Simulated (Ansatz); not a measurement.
# ScHg: properties at the relaxed cell

The task here is to estimate one member of a computed series from the others.

Program: Ansatz 0.2.0. Level of theory: DFT r2SCAN, scalar-relativistic, plane waves, PAW. These are calculated values, not measurements.

1 further run of the same task is left out (set aside as unsound or not needed).

## The structure to begin with

Symmetry: Pm-3m, No. 221, cubic system. Conventional cell: a = 3.499 Å, b = 3.499 Å, c = 3.499 Å, α = 90.00°, β = 90.00°, γ = 90.00°. Sc (site symmetry m-3m) has 8 Hg at 3.03 Å as nearest neighbours. Hg (site symmetry m-3m) has 8 Sc at 3.03 Å as nearest neighbours.

Structure file:

```cif
data_structure
_symmetry_space_group_name_H-M 'P 1'
_symmetry_Int_Tables_number 1
_cell_length_a 3.4987
_cell_length_b 3.4987
_cell_length_c 3.4987
_cell_angle_alpha 90.000
_cell_angle_beta 90.000
_cell_angle_gamma 90.000
_cell_volume 42.83
loop_
_atom_site_label
_atom_site_type_symbol
_atom_site_fract_x
_atom_site_fract_y
_atom_site_fract_z
_atom_site_occupancy
Sc1 Sc 0.50000 0.50000 0.50000 1
Hg1 Hg 0.00000 0.00000 0.00000 1
```

This cell was relaxed beforehand with the same method: volume 21.41 Å³/atom, gap on the mesh none (metal).

The first run:

Contents of input.yaml:

```yaml
crystal:
  lattice:
    - [3.4986616793, 0.0, 0.0]
    - [0.0, 3.4986616793, 0.0]
    - [0.0, 0.0, 3.4986616793]
  atoms:
    - { symbol: Sc, position: [0.5, 0.5, 0.5] }
    - { symbol: Hg, position: [0.0, 0.0, 0.0] }
basis:
  ecutwfc: 500
kpoints:
  mp_grid: { grid: [12, 12, 12] }
  band_path:
    path:
      - [[0.0, 0.0, 0.0], [0.0, 0.5, 0.0], [0.5, 0.5, 0.0], [0.0, 0.0, 0.0], [0.5, 0.5, 0.5], [0.0, 0.5, 0.0]]
      - [[0.5, 0.5, 0.5], [0.5, 0.5, 0.0]]
    npoints: 14
hamiltonian:
  xc: r2scan
scf:
  occupations: { method: gaussian, width: 0.1 }
  n_extra_bands: 6
output:
  forces: true
  stress: true
  eigenvalues: true
  populations: true
  dos: { projected: true, de: 0.02, nscf_kmesh: { grid: [18, 18, 18] } }
  bader: true
  write_density: true
  write_potential: true
  elf: true
  volumetric_format: npy
```

On the command line:

```bash
$ ansatz run input.yaml --threads 1 --pin off --max-ram 2560MiB --backend cpu --events-out ev --progress --plain --runs-dir out
```

Steps of the session up to this table: Static run: bands, density of states and charges; The cell scaled to 0.97 of its volume; The cell scaled to 1.03 of its volume; The cell scaled to 0.94 of its volume; Volume × 1.06.

One of the session's tables, all rows but one given; the rest of the session is left out.

It belongs to the step «Fit of the equation of state». 

| volume (Å³/atom) | energy above the lowest point (meV/atom) | pressure (GPa) |
| --- | --- | --- |
| 20.128 | 23.1 | 6.13 |
| 20.771 | ? | ? |
| 21.413 | 0.0 | -0.03 |
| 22.055 | 5.2 | -2.43 |
| 22.698 | 19.2 | -4.44 |

Q: Estimate the row for volume (Å³/atom) = 20.771 from the others.

Worked estimate for «energy above the lowest point (meV/atom)». A straight line through the neighbours (20.128, 23.1) and (21.413, 0.0) gives 23.1 + (0.0 − 23.1) × (20.771 − 20.128) / (21.413 − 20.128) = 11.5; a parabola fitted to 3 rows on both sides gives 6.0.

The run gave: energy above the lowest point (meV/atom): 5.3; pressure (GPa): 2.80. In «energy above the lowest point (meV/atom)» the line misses by +6.2 and the parabola by +0.7.

Caveats from the session: The projections leave out shells that the potentials don't hold, such as empty d states.
